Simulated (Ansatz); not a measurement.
Run this with the Ansatz DFT code, driven from Python and show what comes out.

`clfgeh2.py`:
```python
"""Active-space calculation on ClFGeH2."""

import warnings

import ansatz
from ase import Atoms


def main() -> None:
    warnings.simplefilter("ignore", ansatz.DeckWarning)

    atoms = Atoms(["F", "Ge", "Cl", "H", "H"], positions=[
        (-0.2354, -0.5489, 1.6734),
        (0.0822, -0.0776, -0.0014),
        (-1.4409, 1.3097, -0.7522),
        (0.1584, -1.3426, -0.8806),
        (1.4856, 0.5857, -0.0807),
    ])
    clfgeh2 = ansatz.Crystal.molecule_from_ase(atoms)

    job = (
        clfgeh2.calculation()
        .basis(gaussian="def2-SVP")
        .correlation(active_electrons=4, active_orbitals=5)
    )
    for method in [None, "sc_nevpt2"]:
        r = (job if method is None else job.correlation(method)).run(threads=1).report
        space = r["configurations"]
        state = space["states"][0]
        print(method or "casscf", f"total {r['free_energy_ev'] / 27.211386246:.6f} Ha, active-space state {state['energy']['hartree']:.6f} Ha, mean field {r['reference_energy_ev'] / 27.211386246:.6f} Ha")
        print("  determinants", state["n_determinants"], " natural occupations", [round(n, 3) for n in space["natural_occupations"]])
    print("effectively unpaired electrons, sum of min(n, 2 - n):", round(sum(min(n, 2 - n) for n in space["natural_occupations"]), 3))


if __name__ == "__main__":
    main()
```

Output of `python clfgeh2.py`:
```text
casscf total -2635.105722 Ha, active-space state -2635.105722 Ha, mean field -2635.048429 Ha
  determinants 100  natural occupations [1.983, 1.977, 0.024, 0.016, 0.001]
RunWarning: the results are in doubt because another end's mean lies 0.615 eV lower, and its corrected mean 0.286 eV higher
sc_nevpt2 total -2635.593833 Ha, active-space state -2635.083128 Ha, mean field -2635.048429 Ha
  determinants 100  natural occupations [1.98, 1.97, 0.028, 0.017, 0.006]
effectively unpaired electrons, sum of min(n, 2 - n): 0.1
```
(Warnings from the package without file and line.)

Reading the output:
- Total energies depend on the basis set; only differences at equal settings carry meaning.
- The geometry is a force-field or estimated start, not a minimum of this method, and the basis set is short of its limit. The active space starts as a window about the frontier orbitals and is then optimised, not chosen by chemistry.
- A lower CASSCF solution was found and passed over, so the printed active-space state isn't the lowest.
- The script silences the warnings on its input, which a real study should read.
- Finished in 36 s on 1 thread of Arm Neoverse V2, with other jobs on the host, peak memory 0.27 GiB.

(Lines on the test bed's own set-up are left out of the output.)
